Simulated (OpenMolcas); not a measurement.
**Tl: CASSCF terms and fine-structure levels**

Aim: the low terms and levels of Tl, with their order and spacing.

Method: state-averaged CASSCF, spin-orbit coupling by RASSI with atomic mean-field integrals. Code: OpenMolcas 26.06.

3 further runs of the same task are left out: 3 set aside as unsound or not needed.

## 1. The atom as given

| Property | Result |
| --- | --- |
| Species | Tl (thallium, Z = 81, 81 electrons) |
| Basis | ANO-RCC-VTZP [8s7p5d3f2g], 93 functions |
| Scalar Hamiltonian | DKH2, point nucleus |
| Inactive shells | 1s 2s 2p 3s 3p 3d 4s 4p 4d 4f 5s 5p 5d |
| Active space | 3 electrons in 8 orbitals (6s 6p 7s 7p) |
| Some configurations of this space | 6p3, 6s 6p2, 6s2 6p |
| Orbitals | optimised for each spin and parity, averaged over the low roots |

The outer shells:

6p3
```
6p [↑ ][↑ ][↑ ]
```

6s 6p2
```
6s [↑ ]
6p [↑ ][↑ ][  ]
```

6s2 6p
```
6s [↑↓]
6p [↑ ][  ][  ]
```

Each step is its own input file, run in one work folder so that later steps find the files of earlier ones. Labels, J, g values, rates, χT and fits are worked out afterwards by a script from the matrices that RASSI stores.

## 2. Basis and integrals

a.inp reads:

```
&GATEWAY
Coord
1

Tl 0.0 0.0 0.0
Basis=ANO-RCC-VTZP
Group=XYZ
NoMove
AngMom=0.0 0.0 0.0
AMFI
&SEWARD
```

## 3. Start orbitals from a smaller active space

a.inp reads:

```
&RASSCF
FileOrb=start.orb
Symmetry=2
Spin=4
nActEl=3 0 0
Inactive=20 19
Ras2=1 3
CIRoot=1 1 1
SDav=1
CIMx=300
Iter=120 100
PrWF=0.3
OrbListing=Nothing
MaxOrb=0
Atom
>>> COPY $Project.JobIph JOBPRE
```

## 4. CASSCF: quartets of odd parity, 1 root

a.inp reads:

```
&RASSCF
FileOrb=start.orb
Symmetry=2
Spin=4
nActEl=3 0 0
Inactive=20 19
Ras2=2 6
CIRoot=1 1 1
SDav=26
CIMx=300
Iter=120 100
PrWF=0.3
OrbListing=Nothing
MaxOrb=0
Atom
>>> COPY $Project.JobIph JOB001
```

## 5. CASSCF: doublets of odd parity, 3 roots

a.inp reads:

```
&RASSCF
FileOrb=start.orb
Symmetry=2
Spin=2
nActEl=3 0 0
Inactive=20 19
Ras2=2 6
CIRoot=3 3 1
SDav=94
CIMx=300
Iter=120 100
PrWF=0.3
OrbListing=Nothing
MaxOrb=0
Atom
>>> COPY $Project.JobIph JOB002
```

## 6. CASSCF: quartets of even parity, 3 roots

a.inp reads:

```
&RASSCF
FileOrb=start.orb
Symmetry=1
Spin=4
nActEl=3 0 0
Inactive=20 19
Ras2=2 6
CIRoot=3 3 1
SDav=30
CIMx=300
Iter=120 100
PrWF=0.3
OrbListing=Nothing
MaxOrb=0
Atom
>>> COPY $Project.JobIph JOB003
```

## 7. State interaction with spin-orbit coupling

a.inp reads:

```
&RASSI
NrOfJobIphs=2 3 3
1 2 3
1 2 3
IphNames
JOB002
JOB003
EJob
SpinOrbit
DIPRint=1.0
SOCoupling=1000.0
Subsets=2
MEES
Property=10
'ANGMOM' 1 'ANGMOM' 2 'ANGMOM' 3 'MLTPL  1' 1 'MLTPL  1' 2 'MLTPL  1' 3
'AMFI' 1 'AMFI' 2 'AMFI' 3 'MLTPL  2' 6
SOProperty=3
'ANGMOM' 1 'ANGMOM' 2 'ANGMOM' 3
```

(Steps that only read results are left out.)

**Question.** What will these runs give? Wanted: lowest level; first excited level; lowest level of another term; spin-orbit lowering of the lowest level; strongest of the lines computed, by gA, at CASSCF energies.

The runs gave:

```
                                                  quantity                                                       value
                                                    method                                                      CASSCF
                                              lowest level               6s2 6p 2P* 1/2, 100 % of that term, g = 0.666
                               ground level listed by NIST                                                      2P°1/2
                                       first excited level                                 6s2 6p 2P* 3/2 at 6132 cm-1
                              lowest level of another term                                 6s 6p2 4P 1/2 at 39568 cm-1
                   spin-orbit lowering of the lowest level                                                   4088 cm-1
strongest of the lines computed, by gA, at CASSCF energies  6s2 6p 2P* 3/2 → 6s2 6p 2P* 1/2, 1631 nm, A = 2.08e+00 s⁻¹
```

**Reading.** The multiplet 2P* is regular. Only the configurations of the active space and the roots asked for are present. Not all states of the active space went into the spin-orbit step. The levels of the extra active shells were not computed. No d shell is active. Spin-orbit splittings of 6p shells come out too small at this level. Only valence configurations of the active space appear, up to the ionisation limit; * or ° marks odd parity.
